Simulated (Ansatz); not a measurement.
# SiC: further runs on the relaxed cell

One table from this session's results is given with a row withheld; the runs are named, their logs left out.

Computed with Ansatz 0.2.0 (DFT r2SCAN, scalar-relativistic, plane waves, PAW, unless a step's input says otherwise).

1 further run of the same task is left out (set aside as unsound or not needed).

## The starting structure

The structure is hexagonal, space group P6_3mc (No. 186). Conventional cell: a = 3.078 Å, b = 3.078 Å, c = 10.077 Å, α = 90.00°, β = 90.00°, γ = 120.00°. Around Si (site symmetry 3m) lie 4 C at 1.89 Å. Si (site symmetry 3m) is surrounded by 4 C at 1.88 to 1.89 Å. C (site symmetry 3m) has 4 Si at 1.88 to 1.89 Å as nearest neighbours. C (site symmetry 3m) has 4 Si at 1.89 Å as nearest neighbours.

Coordinates:

```xyz
8
Lattice="3.0776 0.0000 0.0000 -1.5388 2.6652 0.0000 0.0000 0.0000 10.0768" Properties=species:S:1:pos:R:3 pbc="T T T"
Si    1.5388    0.8884    9.4504
Si    0.0000    1.7768    4.4120
Si    0.0000    0.0000    6.9317
Si    0.0000    0.0000    1.8934
C     1.5388    0.8884    7.5556
C     0.0000    1.7768    2.5172
C     0.0000    0.0000    5.0431
C     0.0000    0.0000    0.0047
```

It goes back to an entry of the Materials Project.

This cell was relaxed beforehand with the same method: volume 10.33 Å³/atom, gap on the mesh 2.60 eV.

Set-up of the first run:

input.yaml

```yaml
crystal:
  lattice:
    - [3.046470754, 0.0, 0.0]
    - [-1.523235377, 2.6383210649, 0.0]
    - [0.0, 0.0, 9.9749766418]
  atoms:
    - { symbol: Si, position: [0.6666666667, 0.3333333333, 0.9378376196] }
    - { symbol: Si, position: [0.3333333333, 0.6666666667, 0.4378376196] }
    - { symbol: Si, position: [0.0, 0.0, 0.6878931818] }
    - { symbol: Si, position: [0.0, 0.0, 0.1878931818] }
    - { symbol: C, position: [0.6666666667, 0.3333333333, 0.749804004] }
    - { symbol: C, position: [0.3333333333, 0.6666666667, 0.249804004] }
    - { symbol: C, position: [0.0, 0.0, 0.5004641946] }
    - { symbol: C, position: [0.0, 0.0, 0.0004641946] }
basis:
  ecutwfc: 500
kpoints:
  mp_grid: { grid: [12, 12, 4] }
hamiltonian:
  xc: r2scan
scf:
  occupations: { method: gaussian, width: 0.02 }
output:
  forces: true
  stress: true
  eigenvalues: true
relax:
  adjacent_minimum: "off"
  f_tol: 0.01
  max_steps: 30
  cell: { stress_tol: 0.1, fix: [volume] }
```

Started as:

```sh
> ansatz run input.yaml --threads 2 --pin off --max-ram 5120MiB --backend cpu --events-out ev --progress --plain --runs-dir out
```

Among the steps run: Point at V/V0 = 0.97; The cell scaled to 1.03 of its volume; The cell scaled to 0.94 of its volume; Point at V/V0 = 1.06; Volume × 0.91; Point at V/V0 = 1.10; Volume × 0.88.

One table of the session follows, with a row left open; its other results are not shown here.

It belongs to the step «Energy against volume». 

```
volume (Å³/atom)  energy above the lowest point (meV/atom)  pressure (GPa)  gap on the mesh (eV)
           9.092                                     129.8           37.16                  2.65
           9.402                                         ?               ?                     ?
           9.712                                      29.2           15.87                  2.63
          10.022                                       6.9            7.36                  2.61
          10.332                                       0.0            0.00                  2.60
          10.642                                       6.3           -6.35                  2.58
          10.952                                      24.0          -11.84                  2.57
          11.365                                      62.8          -17.99                  2.54
```

**Question.** Estimate the row for volume (Å³/atom) = 9.402.

Worked estimate for «energy above the lowest point (meV/atom)». A straight line through the neighbours (9.092, 129.8) and (9.712, 29.2) gives 129.8 + (29.2 − 129.8) × (9.402 − 9.092) / (9.712 − 9.092) = 79.5; a parabola fitted to 3 rows on both sides gives 70.2.

As computed: energy above the lowest point (meV/atom): 69.2; pressure (GPa): 25.73; gap on the mesh (eV): 2.64. In «energy above the lowest point (meV/atom)» the line misses by +10.3 and the parabola by +1.0.
